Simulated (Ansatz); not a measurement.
A nudged elastic band was laid between two geometries of a periodic cell of 23 atoms, Si$_{7}$O$_{16}$ (host SiO2, host structure P4_2/mnm, one Si atom removed).

Method: DFT PBE-D3(BJ), scalar-relativistic, plane waves, PAW in Ansatz. Settings: PAW set soft_1, cutoff 420 eV, k mesh 2x2x3, gaussian smearing 0.02 eV, no spin polarisation.

* movable images: 5
* climbing image: yes
* spring: 5.0 eV/Å²
* optimiser: quadratic models (default)
* start path: straight line
* force threshold: 0.05 eV/Å
* iteration limit: 80
* end points: relaxed

Initial state:

```xyz
23
Lattice="-4.1790 -4.1790 0.0000 4.1790 -4.1790 0.0000 0.0000 0.0000 5.3298" Properties=species:S:1:pos:R:3
Si -0.005 -4.179 0.007
O 1.222 -2.953 -0.090
O 0.768 -0.775 1.330
O -1.232 -5.406 -0.092
O 3.400 -3.407 1.330
Si -0.007 -4.181 2.653
Si 2.084 -2.090 3.995
O 1.221 -2.954 2.752
O 0.804 -0.810 3.995
O -1.233 -5.408 2.750
O 3.364 -3.371 3.995
Si -0.006 -0.001 -0.004
Si -2.095 -2.091 1.330
O -2.904 -2.900 -0.010
O 0.813 -4.999 1.330
O -1.286 -1.282 -0.010
O -0.824 -3.362 1.330
Si -0.006 -0.001 2.663
Si -2.095 -2.091 3.995
O -2.904 -2.900 2.670
O 0.826 -5.012 3.995
O -1.286 -1.281 2.670
O -0.838 -3.348 3.995
```

Final state:

Only the atoms that move by more than 0.05 Å are listed.
```
O2 1.227 -2.952 0.087
O3 0.809 -0.809 1.332
O4 -1.227 -5.406 0.087
Si7 2.090 -2.090 6.662
O8 1.227 -2.952 2.578
O10 -1.227 -5.406 2.578
O11 3.406 -3.406 3.997
```

Q: Which bonds break or form, and what moves?

A: Contacts lost: Si7–O9, Si7–O11. Contacts made: O3–Si7, O5–Si7. The atom that moves furthest is Si7, by 2.67 Å; four of its nearest neighbours are O4 1.74, O10 1.74, O2 1.74, O8 1.74 Å at the first end and O10 1.74, O8 1.74, O4 1.74, O2 1.74 Å at the last.

Q: What energy profile does the band end with?

A: It converged. The highest image is number 4 of 0 to 6, 3.71 eV above the ends, which have the same energy within 2 meV. The profile has 2 maxima (images 2, 4) with wells between them (image 3): this band takes more than one step, which may be the mechanism or a detour left from its start path. Neighbouring images differ by up to 2.3 eV, so the band resolves the path poorly. By the program's own check the climbing image is a first-order saddle point (lowest curvatures found: -12.94 and 0.95 eV/Å²). Limits of this set-up: coarse k mesh, no spin, though dangling bonds at a vacancy may carry it, a small cell, in which the defect meets its images.

```
image  path coordinate (Å)  energy (eV)  Si7–O9 (Å)  Si7–O11 (Å)  O3–Si7 (Å)
    0                 0.00         0.00        1.81         1.81        3.25
    1                 0.55         1.41        2.04         1.68        3.07
    2                 1.09         3.68        2.45         1.60        2.95
    3                 1.64         3.18        2.88         1.66        2.89
    4                 2.19         3.71        2.95         2.05        2.52
    5                 2.77         1.58        3.06         2.71        2.07
    6                 3.36         0.00        3.25         3.25        1.81
```

Q: What is the geometry of the highest image?

A: 
```xyz
23
Lattice="-4.1790 -4.1790 0.0000 4.1790 -4.1790 0.0000 0.0000 0.0000 5.3298" Properties=species:S:1:pos:R:3
Si -0.051 -4.133 -0.021
O 1.057 -2.913 -0.056
O 0.809 -0.811 1.396
O -1.271 -5.240 -0.042
O 3.398 -3.399 1.334
Si -0.033 -4.146 2.669
Si 2.454 -2.462 5.766
O 1.201 -2.969 2.557
O 0.819 -0.819 3.947
O -1.211 -5.381 2.573
O 3.370 -3.371 4.175
Si 0.145 -0.146 -0.004
Si -2.113 -2.068 1.351
O -2.896 -2.898 0.019
O 0.803 -4.983 1.309
O -1.282 -1.284 0.018
O -0.864 -3.316 1.355
Si 0.008 -0.010 2.721
Si -2.115 -2.067 4.003
O -2.960 -2.854 2.678
O 0.795 -4.978 4.001
O -1.327 -1.221 2.679
O -0.868 -3.315 3.962
```

The band took 30 iterations and roughly 30 core-minutes.

Run time: 18 min on 2 threads of Arm Neoverse V2, on a shared host, peak memory 1.2 GiB.
